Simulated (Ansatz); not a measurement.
# ScTiSe4: the cost of one run

Method: DFT PBE, scalar-relativistic, plane waves, PAW, in Ansatz 0.2.0.

1 further run of the same task is left out (it didn't finish). Runs told in other sessions of the task aren't counted.

## 1. The starting structure

Symmetry: F-43m, No. 216, cubic system. Conventional cell: a = 8.393 Å, b = 8.393 Å, c = 8.393 Å, α = 90.00°, β = 90.00°, γ = 90.00°. Sc (site symmetry -43m) is surrounded by 12 Se at 3.48 Å and 4 Ti at 3.63 Å. Ti (site symmetry -43m) has 12 Se at 3.48 Å and 4 Sc at 3.63 Å in its first shell of neighbours. Se (site symmetry 3m) is surrounded by 6 Se at 2.97 Å and 3 Ti at 3.48 Å and 3 Sc at 3.48 Å.

Structure file:

```
Sc Ti Se
1.0
     0.00000    4.19644    4.19644
     4.19644    0.00000    4.19644
     4.19644    4.19644    0.00000
Sc Ti Se
1 1 4
Direct
  0.50000 0.50000 0.50000
  0.25000 0.25000 0.25000
  0.87504 0.37488 0.87504
  0.87504 0.87504 0.87504
  0.87504 0.87504 0.37488
  0.37488 0.87504 0.87504
```

The cell is invented: species swapped into a database cell of TbHoFe4 (F-43m, No. 216), with Sc on the Tb sites, Ti on the Ho sites and Se on the Fe sites. Lengths come from tabulated atomic sizes and are only a guess.

## 2. The guess as it stands, on a coarse mesh

input.yaml

```yaml
crystal:
  lattice:
    - [0.0, 4.19643825, 4.19643825]
    - [4.19643825, 0.0, 4.19643825]
    - [4.19643825, 4.19643825, 0.0]
  atoms:
    - { symbol: Sc, position: [0.5, 0.5, 0.5] }
    - { symbol: Ti, position: [0.25, 0.25, 0.25], spin: 1.0 }
    - { symbol: Se, position: [0.87504129, 0.37487614, 0.87504129] }
    - { symbol: Se, position: [0.87504129, 0.87504129, 0.87504129] }
    - { symbol: Se, position: [0.87504129, 0.87504129, 0.37487614] }
    - { symbol: Se, position: [0.37487614, 0.87504129, 0.87504129] }
basis:
  ecutwfc: 420
kpoints:
  mp_grid: { grid: [4, 4, 4] }
hamiltonian:
  xc: pbe
scf:
  occupations: { method: gaussian, width: 0.1 }
  lower_state_search: "off"
output:
  forces: true
  stress: true
  eigenvalues: true
  populations: true
magnetization:
  spin_polarized: true
```

Run with:

```sh
> ansatz run input.yaml --threads 1 --pin off --max-ram 2560MiB --backend cpu --events-out ev --progress --plain --runs-dir out
```

What time and memory should one allow on 1 thread of Intel Xeon at 2.50GHz (Skylake/Cascade Lake), shared host?

About 49 s, with a peak of 0.47 GiB.
